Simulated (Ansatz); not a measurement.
# C2H7BSSi: one species, many methods

An exercise on one series of results from a longer session: the logs are not shown, and one member is left open.

Computed with Ansatz 0.2.0, Gaussian basis. Level: functionals in def2-TZVPP, the program's frozen cores in correlated methods.

Levels to be run: PBE-D4, r2SCAN-D4, PBE0-D4, B3LYP-D4, ωB97X-V, ωB97M-V, B2PLYP; CCSD(T)/def2-TZVPP; MP2/def2-QZVPP; extrapolation to the limit.

## The geometry

All runs share one geometry, relaxed beforehand with PBE0-D4 in a triple-zeta def2 set.

SMILES `[SiH3]B1CSC1`, 12 atoms, charge 0, spin multiplicity 1.

Atoms are counted from 1 here; the program's logs count them from 0.

Bond lengths: Si1–B2 2.022 Å, Si1–H6 1.492 Å, Si1–H7 1.489 Å, Si1–H8 1.491 Å, B2–C3 1.576 Å, B2–C5 1.574 Å, C3–S4 1.828 Å, C3–H9 1.094 Å, C3–H10 1.094 Å, S4–C5 1.828 Å, C5–H11 1.095 Å, C5–H12 1.095 Å. Angles: B2–Si1–H6 109.5°, B2–Si1–H7 113.5°, B2–Si1–H8 109.7°, H6–Si1–H7 108.2°, H6–Si1–H8 107.5°, H7–Si1–H8 108.3°, Si1–B2–C3 129.7°, Si1–B2–C5 131.8°, C3–B2–C5 98.5°, B2–C3–S4 89.9°, B2–C3–H9 115.4°, B2–C3–H10 115.4°, S4–C3–H9 113.9°, S4–C3–H10 114.0°, H9–C3–H10 107.6°, C3–S4–C5 81.5°, B2–C5–S4 90.0°, B2–C5–H11 115.3° and more.

Set-up of the first run:

Contents of in.yaml:

```yaml
crystal:
  periodic: [false, false, false]
  atoms:
    - {symbol: Si, position_ang: [-1.607804, -0.924856, 0.483743]}
    - {symbol: B, position_ang: [0.088927, 0.039365, -0.043424]}
    - {symbol: C, position_ang: [1.158972, 0.761082, 0.861183]}
    - {symbol: S, position_ang: [2.122243, 1.197836, -0.630302]}
    - {symbol: C, position_ang: [0.750569, 0.306916, -1.445926]}
    - {symbol: H, position_ang: [-2.514684, 0.017557, 1.200838]}
    - {symbol: H, position_ang: [-2.349719, -1.494515, -0.674300]}
    - {symbol: H, position_ang: [-1.283477, -2.036607, 1.423516]}
    - {symbol: H, position_ang: [0.793042, 1.626415, 1.422559]}
    - {symbol: H, position_ang: [1.694797, 0.113934, 1.562555]}
    - {symbol: H, position_ang: [1.062306, -0.587225, -1.995251]}
    - {symbol: H, position_ang: [0.161729, 0.924999, -2.131292]}
basis:
  gaussian: {orbitals: def2-TZVPP}
hamiltonian: {xc: pbe, dispersion: d4}
output: {forces: true, orbitals: {seedname: orbitals}}
```

Launch:

```sh
$ ansatz run in.yaml --threads 4 --pin off --events-out ev --progress --plain --max-ram 10444MiB
```

Among the steps run: PBE-D4 (GGA); r2SCAN-D4 (meta-GGA); PBE0-D4 (hybrid); B3LYP-D4 (hybrid); ωB97X-V (range-separated); ωB97M-V (range-separated); B2PLYP (double hybrid); CCSD(T) in def2-TZVPP; MP2 in def2-QZVPP.

One of the session's tables, all rows but one given; the rest of the session is left out.

| method | atomisation energy (kJ/mol) |
| --- | --- |
| PBE-D4 | ? |
| r2SCAN-D4 | 4270.1 |
| PBE0-D4 | 4277.0 |
| B3LYP-D4 | 4242.8 |
| ωB97X-V | 4272.0 |
| ωB97M-V | 4265.1 |
| B2PLYP | 4188.0 |
| HF/def2-TZVPP | 3169.9 |
| MP2/def2-TZVPP | 4169.6 |
| CCSD/def2-TZVPP | 4065.4 |
| CCSD(T)/def2-TZVPP | 4124.7 |
| MP2/CBS | 4274.8 |
| CCSD(T)/CBS | 4229.9 |

Q: Estimate the row for PBE-D4 from the others.

The run gave: atomisation energy (kJ/mol): 4321.6. In the column «atomisation energy (kJ/mol)» it is the highest.

Limits of these values: Free atoms (1 Si, 1 B, 2 C, 1 S, 7 H) were run apart at each level; the atomisation energy is their sum less the molecule, without zero-point or spin-orbit terms.
